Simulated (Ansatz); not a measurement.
Runs of Ansatz 0.2.0 on Cu3O2. Symmetry: I4/mmm, No. 139, tetragonal system. The conventional cell has a = 4.046 Å, b = 4.046 Å, c = 7.347 Å, α = 90.00°, β = 90.00°, γ = 90.00°. Around Cu (site symmetry 4/mmm) lie 4 O at 2.02 Å. Around Cu (site symmetry -4m2) lie 2 O at 1.84 Å. O (site symmetry mmm) is surrounded by 4 Cu at 1.84 to 2.02 Å. The cell comes from a database or a generator and needn't be the stable form of this composition.

| level | cutoff (eV) | gap on the mesh (eV) | pressure (GPa) | relaxed volume (Å³/atom) |
| --- | --- | --- | --- | --- |
| PBEsol | 420 | none | 0.0 | 11.44 |
| RPBE | 420 | none | 0.0 | 12.69 |
| revPBE | 420 | none | 0.0 | (a) |
| r2SCAN | 500 | none | 0.0 | 11.59 |
| LDA | 420 | none | 0.0 | 10.98 |
| BLYP | 420 | none | 0.0 | (b) |

Alike in all rows: task relaxation of cell and atoms; potentials or basis Ansatz PAW; no spin polarisation; cell relaxed; k mesh 9 × 9 × 9; smearing fermi-dirac 0.05 eV.

**Question.** Fill in the values left out.

**Answer.** (a) 12.53; (b) 12.90.

Caveats: the plane-wave basis is chosen anew once the cell has moved, so the energies of steps on either side of that aren't comparable; an odd number of electrons without spin polarisation forces a metal; a magnetic or distorted state may lie lower; the run has no spin polarisation, though such a crystal can be magnetic; semilocal functionals often make such compounds metallic where correlation or magnetic order opens a gap, which also shifts bond lengths; the PAW data sets come from PBE, with cores solved anew for the run's functional, which leaves a small shift of forces and pressure.

A gap of «none» marks a metal or a gap under the smearing width.

Runs at the PBE level aren't shown here.
